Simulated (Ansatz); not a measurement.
# FH5O4Si: the cost of one run

The runs use Ansatz 0.2.0, Gaussian basis; revPBE-D4/def2-SVP.

1 further run of the same task is left out (it didn't finish).

**1. Where the work starts**

The start, a first-order saddle point found at PBE0-D4 in triple zeta: 11 atoms, charge 0, spin multiplicity 1.

Atoms are counted from 1 here; the program's logs count them from 0.

Bond lengths: Si1–O2 1.795 Å, Si1–O3 1.634 Å, Si1–O4 1.645 Å, Si1–O5 1.623 Å, O2–H6 1.071 Å, O2–H8 0.962 Å, O3–H9 0.960 Å, O4–H10 0.958 Å, O5–H11 0.960 Å. Angles: O2–Si1–O3 117.8°, O2–Si1–O4 91.7°, O2–Si1–O5 112.0°, O3–Si1–O4 100.7°, O3–Si1–O5 122.7°, O4–Si1–O5 104.4°, Si1–O2–H6 87.5°, Si1–O2–H8 116.0°, H6–O2–H8 119.7°, Si1–O3–H9 113.1°, Si1–O4–H10 115.3°, Si1–O5–H11 113.3°.

As a file:

```csv
atom,x (Å),y (Å),z (Å)
Si1,-0.17634,-0.27457,0.11274
O2,0.27515,1.37978,0.64271
O3,-0.71517,-0.46326,-1.41860
O4,-1.60066,-0.20264,0.93241
O5,0.67753,-1.41696,0.88794
H6,1.08661,1.33073,-0.05394
F7,1.57570,0.31127,-0.75113
H8,-0.40225,2.05562,0.53956
H9,-0.00935,-0.46383,-2.06919
H10,-2.29577,-0.76867,0.59582
H11,1.58444,-1.48747,0.58147
```

**2. The run**

File md/in.yaml:

```yaml
crystal:
  periodic: [false, false, false]
  atoms:
    - {symbol: Si, position_ang: [-0.176336, -0.274574, 0.112740]}
    - {symbol: O, position_ang: [0.275152, 1.379784, 0.642710]}
    - {symbol: O, position_ang: [-0.715174, -0.463258, -1.418597]}
    - {symbol: O, position_ang: [-1.600659, -0.202643, 0.932413]}
    - {symbol: O, position_ang: [0.677528, -1.416956, 0.887940]}
    - {symbol: H, position_ang: [1.086613, 1.330733, -0.053942]}
    - {symbol: F, position_ang: [1.575696, 0.311274, -0.751129]}
    - {symbol: H, position_ang: [-0.402246, 2.055616, 0.539565]}
    - {symbol: H, position_ang: [-0.009347, -0.463830, -2.069185]}
    - {symbol: H, position_ang: [-2.295771, -0.768675, 0.595816]}
    - {symbol: H, position_ang: [1.584444, -1.487472, 0.581470]}
basis:
  gaussian: {orbitals: def2-SVP}
hamiltonian: {xc: {name: revPBE}, dispersion: d4}
md: {n_steps: 80, timestep: 0.5, temperature: 1500, ensemble: nve, seed: 237, initial_velocities: maxwell_boltzmann}
```

The run is started by

```sh
$ ansatz run in.yaml --threads 8 --pin off --events-out ev --progress --plain --max-ram 19148MiB
```

**Question.** How long does this run take on 8 threads of Arm Neoverse V2, shared host?

About 46 s.
